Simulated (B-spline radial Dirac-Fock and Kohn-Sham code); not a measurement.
# An X-ray data sheet for Ba⁷⁺, step by step

What does theory give for the Ba⁷⁺ ion? The session works out its X-ray form factor and Compton profile, the binding energy of each subshell, how cheaper methods do for the levels, its photoionisation cross sections and the widths and yields of its core holes.

The numbers are computed with B-spline radial Dirac-Fock and Kohn-Sham code (version 2): a free atom or ion on a radial basis; each step names its model.

**1. What is computed**

Ba⁷⁺, configuration [Kr] 4d10 5s2 5p1.

* nuclear charge: 56
* electrons: 49
* mass number: 138
* nuclear rms radius: 4.8378 fm

Outer shells as boxes (Hund's rule, for the drawing alone; heavy ions are jj-coupled, and the calculation averages over the configuration):

```
[Kr] core
4d [↑↓][↑↓][↑↓][↑↓][↑↓]
5s [↑↓]
5p [↑ ][  ][  ]
```

**2. X-ray scattering functions**

Model: Dirac-Fock average of configuration, finite nucleus; form factor of the spherical density, Waller-Hartree incoherent function, impulse-approximation Compton profiles.

Settings, as recorded:

```ini
task = scatter
Z = 56
charge = 7
configuration = 1s2 2s2 2p6 3s2 3p6 3d10 4s2 4p6 4d10 5s2 5p1
mass_number = 138
rms_radius = 4.8378  # fm
s = [0.0, 0.05, 0.1, 0.15, 0.2, 0.25, 0.3, 0.35, 0.4, 0.45, 0.5, 0.6, 0.7, 0.8, 0.9, 1.0, 1.1, 1.2, 1.4, 1.6, 1.8, 2.0, 2.5, 3.0, 3.5, 4.0, 5.0, 6.0]  # 1/A
pz = [0, 0.1, 0.14, 0.2, 0.29, 0.41, 0.58, 0.83, 1.2, 1.7, 2.4, 3.4, 4.8, 6.9, 9.8, 14.0, 20.0, 28.0, 40.0, 57.0, 81.0]  # a.u.
photon_energy = [1000, 5000, 8047.8, 10000, 17479.3, 50000, 200000, 1000000]  # eV
```

**3. Core and valence levels**

Model: Dirac-Fock average of configuration, Delta-SCF, finite nucleus, first-order Breit with its frequency dependence, self-energy and vacuum polarisation.

Settings, as recorded:

```ini
task = binding
```

**4. The levels by Dirac LDA**

Model: Dirac-Kohn-Sham LDA (Slater exchange, VWN correlation), finite nucleus, spherical and without spin polarisation.

The run's settings:

```ini
task = binding-ladder
method = lda,vwn
relativity = dirac
```

**5. Subshell cross sections**

Model: independent-particle photoionisation: Dirac-Hartree-Slater potential of the initial state with a Latter tail for bound and continuum orbitals, all multipoles in the length form, thresholds from Dirac-Fock Delta-SCF.

The run's settings:

```ini
task = photo
photon_energy = [21.22, 40.81, 59.9, 60, 64.0, 127.0, 600, 1000, 2000, 3020.0, 4510.0, 8047.8, 37800.0, 100000, 129000.0, 159000.0]  # eV
```

**6. Decay of the holes**

Model: independent-particle rates: relativistic LDA orbitals of the hole state, multipoles to L = 3 (length form), Coulomb Auger matrix elements with a Latter-tail continuum; energies from Dirac-Fock.

Settings, as recorded:

```ini
task = decay
holes = ["K", "L1", "L2", "L3", "M1", "M2", "M3", "M4", "M5", "N1", "N2", "N3", "N4", "N5"]
```

**7. non-relativistic HF, for comparison**

Model: non-relativistic Hartree-Fock, average of configuration, point nucleus.

The run's settings:

```ini
task = binding-ladder
method = hf
relativity = nr
```

(Steps that only read results are left out.)

Before running it: what results should come out? Wanted: rms radius of the electron cloud; form factor halves at; Compton profile at zero; deepest level listed, K; least bound, O2,3; Kα1; Dirac LDA, K: eigenvalue / ΔSCF; K hole: width, yield; non-relativistic HF, 1s: eigenvalue / ΔSCF.

As calculated:

| quantity | value |
| --- | --- |
| rms radius of the electron cloud | 0.663 bohr |
| form factor halves at | 0.67 1/Å |
| Compton profile at zero | 5.767 1/a.u. |
| deepest level listed, K (1s) | 37541.4 eV |
| least bound, O2,3 (5p) | 98.23 eV |
| Kα1 | 32192.1 eV |
| ionisation energy, NIST (theoretical) | 101.000 eV |
| Dirac LDA, K: eigenvalue / ΔSCF | 37277.3 / 37668.9 eV |
| total at 2000.0 eV | 531 kb |
| strongest subshell at 2000.0 eV | M5 (3d5/2), 153 kb, β = 1.21 |
| K hole: width, yield | 12.9 eV, 0.902 |
| its lifetime | 0.0512 fs |
| its strongest line | Kα1 (K-L3), 32192.1 eV |
| non-relativistic HF, 1s: eigenvalue / ΔSCF | 36064.2 / 36003.5 eV |

f falls from 49 to half of that at s = 0.67 1/Å. Incoherent scattering outweighs coherent from 200 keV on, among the energies asked. For K (1s), relaxation takes off 65.3 eV, Breit terms shift it by -91.97 and QED by -47.07 eV. NIST's ionisation energy differs by +2.77 eV from the least binding energy; the calculation averages open shells over their j components and terms. Dirac LDA misses the K level by -0.7 % with its eigenvalue and by +0.3 % with ΔSCF. Breit and QED terms, which only the reference holds, shift this level by tenths of a per cent, so the eigenvalue's nearness can be cancellation. M5 (3d5/2) leads at 2000.0 eV with 29 % of the total, and the K shell holds 86 % at 159000 eV. Under 200 eV, coupling between channels can change such values by tens of per cent. The K hole lives 0.051 fs and decays mostly by X-ray emission (yield 0.90). Coster-Kronig decay rules M1, M2, M3, N1 and N2, where this model's widths can be far from the measured ones. Non-relativistic HF misses the 1s level by -3.9 % with its eigenvalue and by -4.1 % with ΔSCF, as relativity is missing. The Hartree-Fock and Dirac-Fock values hold no electron correlation.
